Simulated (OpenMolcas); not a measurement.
**C3H9BO3 (trimethyl borate): levels of theory compared**

Wanted: a comparison of 6 runs (HF/3-21G, HF/6-31G*, M06-2X/6-31G*, PBE/6-31G*, PBE0/6-31G*, TPSS/6-31G*) of C3H9BO3 (trimethyl borate). 

The results are computed with OpenMolcas 26.06.

1 further run of the same task is left out (set aside as unsound or not needed).

### 1 The molecule

C3H9BO3 has 16 atoms, charge 0, and is taken as a singlet. As SMILES, `COB(OC)OC`. The shape is that of a PBE0-D4/def2-TZVP optimisation.

Bond lengths: C1–O2 1.412 Å, O2–B3 1.363 Å, B3–O4 1.363 Å, O4–C5 1.412 Å, B3–O6 1.363 Å, O6–C7 1.412 Å, C1–H8 1.093 Å, C1–H9 1.093 Å, C1–H10 1.090 Å, C5–H11 1.093 Å, C5–H12 1.093 Å, C5–H13 1.090 Å, C7–H14 1.093 Å, C7–H15 1.093 Å, C7–H16 1.090 Å. Some angles: C1–O2–B3 120.2°, O2–B3–O4 120.0°, O2–B3–O6 120.0°, O4–B3–O6 120.0°, B3–O4–C5 120.2°, B3–O6–C7 120.2°, O2–C1–H8 111.3°, O2–C1–H9 111.3°, O2–C1–H10 107.6°, O4–C5–H11 111.3°.

### 2 Energy and gradient at HF/3-21G (run 1)

File input.xyz:

```xyz
16

C      0.495720    -0.646730    -2.262610
O     -0.175840     0.182850    -1.338690
B      0.000140     0.000100     0.000000
O      0.825800    -0.985800     0.450290
C      1.010960    -1.178550     1.836440
O     -0.650070     0.802840     0.888440
C     -1.506700     1.825270     0.426170
H      1.580410    -0.565040    -2.153520
H      0.214930    -1.695090    -2.131270
H      0.211110    -0.322610    -3.263990
H      1.432620    -0.286900     2.307940
H      0.066710    -1.416360     2.333400
H      1.702440    -2.011880     1.963760
H     -0.965900     2.546210    -0.192620
H     -2.330740     1.415550    -0.163930
H     -1.911590     2.336140     1.300180
```

File job.inp:

```
&GATEWAY
  BasLib=$CurrDir
  Coord=input.xyz
  Basis=3-21G
  Group=NoSym

&SEWARD

&SCF
  Thresholds=1e-10 1e-07 1e-07 1e-05
  PrOrbitals=1 1

&ALASKA
```

The basis set 3-21G is read from a file made from the Basis Set Exchange's data (not shown).

On the command line:

```console
$ export MOLCAS_MEM=1860
$ pymolcas job.inp > job.log
```

Output:

```text
--- Start Module: gateway ---
[...]
--- Stop Module: gateway /rc=_RC_ALL_IS_WELL_ ---
[...]
      Basis functions           81
[...]
--- Start Module: scf ---
[...]
       Convergence after  12 Iterations
[...]
::    Total SCF energy                               -366.2322764690
[...]
      Total spin, S                                     0.0000000000
[...]
      Total electronic charge=   56.000000
      Total            charge=   -0.000000
[...]
      Dipole Moment (debye):
      Origin of the operator (angstrom)=   -0.0000   -0.0000    0.0000
                   X=  1.1632E-03               Y=  9.1004E-04               Z= -1.4717E-04           Total=  1.4842E-03
      Quadrupole Moment (debye*angstrom):
[...]
--- Stop Module: scf /rc=_RC_ALL_IS_WELL_ ---
[...]
--- Start Module: alaska ---
[...]
 *              Molecular gradients               *
 **************************************************
  Irreducible representation: a
 ------------------------------------------------------------------------------------------
                              X                       Y                       Z
 ------------------------------------------------------------------------------------------
  C1               -1.20200758735960E-02    1.50376042877967E-02    2.52945667801727E-02
  O2                7.67674603253710E-03   -9.38274715616760E-03   -3.87095371286961E-03
  B3                6.25528467864764E-05    4.81155511839792E-05   -1.42972410242617E-05
  O4               -1.61298472076687E-03    2.17725579469707E-03    1.24379724958867E-02
  C5               -8.14494883767436E-03    9.18778589984770E-03   -2.93047144737448E-02
  O6               -6.12406449453751E-03    7.14933928262607E-03   -8.55225621017652E-03
  C7                2.01597094809998E-02   -2.42282276855095E-02    4.01121649405967E-03
  H8                7.84295893878717E-03    1.41328724266725E-03    8.05883135941432E-04
[...]
--- Stop Module: alaska /rc=_RC_ALL_IS_WELL_ ---
[...]
```

It took 11 s on 1 thread of AMD EPYC 7R43 (Zen 3), shared host; peak memory 0.45 GiB.

### 3 Energy and forces at HF/6-31G(d) (spherical functions) (run 2)

File test.inp:

```
* C3H9BO3 Hartree-Fock

&GATEWAY
  BasLib=$CurrDir
  Coord
  16
  angstrom
  C        0.495720      -0.646730      -2.262610
  O       -0.175840       0.182850      -1.338690
  B        0.000140       0.000100       0.000000
  O        0.825800      -0.985800       0.450290
  C        1.010960      -1.178550       1.836440
  O       -0.650070       0.802840       0.888440
  C       -1.506700       1.825270       0.426170
  H        1.580410      -0.565040      -2.153520
  H        0.214930      -1.695090      -2.131270
  H        0.211110      -0.322610      -3.263990
  H        1.432620      -0.286900       2.307940
  H        0.066710      -1.416360       2.333400
  H        1.702440      -2.011880       1.963760
  H       -0.965900       2.546210      -0.192620
  H       -2.330740       1.415550      -0.163930
  H       -1.911590       2.336140       1.300180
  Basis=6-31Gs
  Group=NoSym

&SEWARD

&SCF
  Thresholds=1e-10 1e-07 1e-07 1e-05
  PrOrbitals=1 1

&ALASKA
```

The basis set 6-31G* is read from a file made from the Basis Set Exchange's data (not shown).

On the command line:

```console
$ export MOLCAS_MEM=1860
$ pymolcas test.inp > test.log
```

Output:

```text
--- Start Module: gateway ---
[...]
--- Stop Module: gateway /rc=_RC_ALL_IS_WELL_ ---
[...]
      Basis functions          116
[...]
--- Start Module: scf ---
[...]
       Convergence after  12 Iterations
[...]
::    Total SCF energy                               -368.2478947926
[...]
      Total spin, S                                     0.0000000000
[...]
      Total electronic charge=   56.000000
      Total            charge=   -0.000000
[...]
      Dipole Moment (debye):
      Origin of the operator (angstrom)=   -0.0000   -0.0000    0.0000
                   X=  9.6883E-04               Y=  7.7318E-04               Z= -1.3395E-04           Total=  1.2468E-03
      Quadrupole Moment (debye*angstrom):
[...]
--- Stop Module: scf /rc=_RC_ALL_IS_WELL_ ---
[...]
--- Start Module: alaska ---
[...]
 *              Molecular gradients               *
 **************************************************
  Irreducible representation: a
 ------------------------------------------------------------------------------------------
                              X                       Y                       Z
 ------------------------------------------------------------------------------------------
  C1               -1.01739235250231E-03    1.26715057815785E-03    1.87702622868269E-03
  O2               -5.24224138478235E-03    6.20602401023351E-03   -3.30379999014596E-03
  B3                6.80773046699730E-05    5.24495802818208E-05   -1.33524989114244E-05
  O4                4.34303423574001E-03   -5.39568812905067E-03   -5.37732877498638E-03
  C5               -5.34075392569555E-04    5.98440900785757E-04   -2.33569335624217E-03
  O6                8.37106782340058E-04   -8.67476386471111E-04    8.69640409180406E-03
  C7                1.54589358554702E-03   -1.86886124396679E-03    4.58038134286465E-04
  H8                7.45332533640841E-03   -2.53817715605703E-07    4.91197500090856E-04
[...]
--- Stop Module: alaska /rc=_RC_ALL_IS_WELL_ ---
[...]
```

Wall time 28 s (1 thread of AMD EPYC 7R43 (Zen 3), shared host); peak memory 0.71 GiB.

Run 3 isn't shown in full; the table further down has it.

### 4 Energy and forces at PBE/6-31G(d) (spherical functions) (run 4)

File test.inp:

```
* C3H9BO3 Kohn-Sham DFT

&GATEWAY
  BasLib=$CurrDir
  Coord
  16
  bohr
  C      0.93677503    -1.22214258    -4.27571323
  O     -0.33228944     0.34553642    -2.52975747
  B      0.00026456     0.00018897     0.00000000
  O      1.56053583    -1.86289201     0.85092478
  C      1.91043752    -2.22713672     3.47036864
  O     -1.22845426     1.51714772     1.67890828
  C     -2.84725035     3.44926040     0.80534458
  H      2.98654206    -1.06777085    -4.06956300
  H      0.40615884    -3.20325586    -4.02751660
  H      0.39894008    -0.60964455    -6.16804717
  H      2.70725944    -0.54216243     4.36137451
  H      0.12606363    -2.67653249     4.40948694
  H      3.21714534    -3.80190220     3.71096857
  H     -1.82528646     4.81163956    -0.36399905
  H     -4.40446027     2.67500182    -0.30978280
  H     -3.61238156     4.41466479     2.45698411
  Basis=6-31Gs
  Group=NoSym

&SEWARD
  GridInput
  Grid=UltraFine
  End of Grid

&SCF
  KSDFT=PBE
  Thresholds=1e-10 1e-07 1e-07 1e-05
  PrOrbitals=1 1

&ALASKA
```

The basis set 6-31G* is read from a file made from the Basis Set Exchange's data (not shown).

On the command line:

```console
$ export MOLCAS_MEM=1860
$ pymolcas test.inp > test.log
```

Output:

```text
--- Start Module: gateway ---
[...]
--- Stop Module: gateway /rc=_RC_ALL_IS_WELL_ ---
[...]
      Basis functions          116
[...]
--- Start Module: scf ---
[...]
       Convergence after  14 Iterations
[...]
::    Total KS-DFT energy                            -369.9151659578
[...]
      Total spin, S                                     0.0000000000
[...]
      Total electronic charge=   56.000000
      Total            charge=   -0.000000
[...]
      Dipole Moment (debye):
      Origin of the operator (angstrom)=   -0.0000   -0.0000    0.0000
                   X=  5.7209E-04               Y=  4.3823E-04               Z= -1.0426E-04           Total=  7.2815E-04
      Quadrupole Moment (debye*angstrom):
[...]
--- Stop Module: scf /rc=_RC_ALL_IS_WELL_ ---
[...]
--- Start Module: alaska ---
[...]
 *              Molecular gradients               *
 **************************************************
  Irreducible representation: a
 ------------------------------------------------------------------------------------------
                              X                       Y                       Z
 ------------------------------------------------------------------------------------------
  C1               -2.38639080945902E-04    2.72400104281978E-04   -4.60603713946739E-04
  O2                6.75098300493371E-03   -8.02877970795901E-03    6.22277361155632E-03
  B3                4.66776903362285E-05    3.64285869380297E-05   -9.33490693274985E-06
  O4               -6.73837747854300E-03    8.22608753449039E-03    5.97158175014778E-03
  C5                3.74982287471681E-04   -4.53324208514960E-04   -7.61302289973287E-05
  O6               -5.02488669846812E-05   -2.35523571483043E-04   -1.21861129306637E-02
  C7               -1.46263952334635E-04    1.73637589889530E-04    5.32999570183823E-04
  H8               -7.92110305876736E-03    1.07276747780563E-04   -1.73761985629184E-04
[...]
--- Stop Module: alaska /rc=_RC_ALL_IS_WELL_ ---
[...]
```

It took 2 min on 1 thread of AMD EPYC 7R43 (Zen 3), shared host; peak memory 0.71 GiB.

Run 5 isn't shown in full; the table further down has it.

### 5 Energy and forces at TPSS/6-31G(d) (spherical functions) (run 6)

File coord.xyz:

```xyz
16

C      0.495720    -0.646730    -2.262610
O     -0.175840     0.182850    -1.338690
B      0.000140     0.000100     0.000000
O      0.825800    -0.985800     0.450290
C      1.010960    -1.178550     1.836440
O     -0.650070     0.802840     0.888440
C     -1.506700     1.825270     0.426170
H      1.580410    -0.565040    -2.153520
H      0.214930    -1.695090    -2.131270
H      0.211110    -0.322610    -3.263990
H      1.432620    -0.286900     2.307940
H      0.066710    -1.416360     2.333400
H      1.702440    -2.011880     1.963760
H     -0.965900     2.546210    -0.192620
H     -2.330740     1.415550    -0.163930
H     -1.911590     2.336140     1.300180
```

File mol.inp:

```
&GATEWAY
  BasLib=$CurrDir
  Coord=coord.xyz
  Basis=6-31Gs
  Group=NoSym

&SEWARD
  GridInput
  Grid=UltraFine
  End of Grid

&SCF
  KSDFT=2
  1.0 MGGA_X_TPSS
  1.0 MGGA_C_TPSS
  Thresholds=1e-10 1e-07 1e-07 1e-05
  PrOrbitals=1 1

&ALASKA
```

The basis set 6-31G* is read from a file made from the Basis Set Exchange's data (not shown).

On the command line:

```console
$ export MOLCAS_MEM=1860
$ pymolcas mol.inp > mol.log
```

Output:

```text
--- Start Module: gateway ---
[...]
--- Stop Module: gateway /rc=_RC_ALL_IS_WELL_ ---
[...]
      Basis functions          116
[...]
--- Start Module: scf ---
[...]
       Convergence after  14 Iterations
[...]
::    Total KS-DFT energy                            -370.4248220783
[...]
      Total spin, S                                     0.0000000000
[...]
      Total electronic charge=   56.000000
      Total            charge=   -0.000000
[...]
      Dipole Moment (debye):
      Origin of the operator (angstrom)=   -0.0000   -0.0000    0.0000
                   X=  6.2038E-04               Y=  4.6968E-04               Z= -1.1860E-04           Total=  7.8711E-04
      Quadrupole Moment (debye*angstrom):
[...]
--- Stop Module: scf /rc=_RC_ALL_IS_WELL_ ---
[...]
--- Start Module: alaska ---
[...]
 *              Molecular gradients               *
 **************************************************
  Irreducible representation: a
 ------------------------------------------------------------------------------------------
                              X                       Y                       Z
 ------------------------------------------------------------------------------------------
  C1               -4.27276814788513E-03    5.26564324870638E-03    5.49517421480772E-03
  O2                7.68597966804307E-03   -9.21178321929883E-03    3.68604189006128E-03
  B3                4.85789446457649E-05    3.62270672139078E-05   -8.83404984705944E-06
  O4               -5.78997766464795E-03    7.13802442005651E-03    8.54205500698935E-03
  C5               -9.62461907586309E-04    9.71554578257816E-04   -8.61215611044752E-03
  O6               -1.93538886480571E-03    2.03535003516464E-03   -1.22191906804510E-02
  C7                5.22449411877801E-03   -6.24317817647668E-03    3.11168566391296E-03
  H8               -4.00882574496375E-03   -1.54907054344872E-04   -2.92034675751729E-04
[...]
--- Stop Module: alaska /rc=_RC_ALL_IS_WELL_ ---
[...]
```

Run time: 3.1 min. Hardware: 1 thread of AMD EPYC 7R43 (Zen 3), shared host; peak memory 0.71 GiB.

### 6 All runs side by side

```csv
run,level,integration grid,energy (Eh),dipole moment (D),HOMO energy (eV),LUMO energy (eV),wall time
1,HF/3-21G,–,-366.232276,0.00,-11.75,6.64,11 s
2,HF/6-31G* (spherical functions),–,-368.247895,0.00,-11.99,6.64,28 s
3,M06-2X/6-31G* (spherical functions),UltraFine,-370.221577,0.00,-9.42,3.58,2.9 min
4,PBE/6-31G* (spherical functions),UltraFine,-369.915166,0.00,-6.15,1.58,2 min
5,PBE0/6-31G* (spherical functions),UltraFine,-369.950521,0.00,-7.82,2.64,2.6 min
6,TPSS/6-31G* (spherical functions),UltraFine,-370.424822,0.00,-6.28,1.79,3.1 min
```

### 7 Outcome

```
                       quantity          value
            run 6: total energy  -370.42482 Eh
           run 6: dipole moment         0.00 D
             run 6: HOMO energy       -6.28 eV
             run 6: LUMO energy        1.79 eV
           run 6: HOMO–LUMO gap        8.08 eV
run 6: largest force on an atom     0.645 eV/Å
```

**Reading.** The HOMO–LUMO gap runs from 7.73 eV (PBE/6-31G*) to 18.63 eV (HF/6-31G*). Exact exchange widens orbital gaps. Totals of different functionals can't be ranked against each other. All runs together took 11 min, the longest 3.1 min.
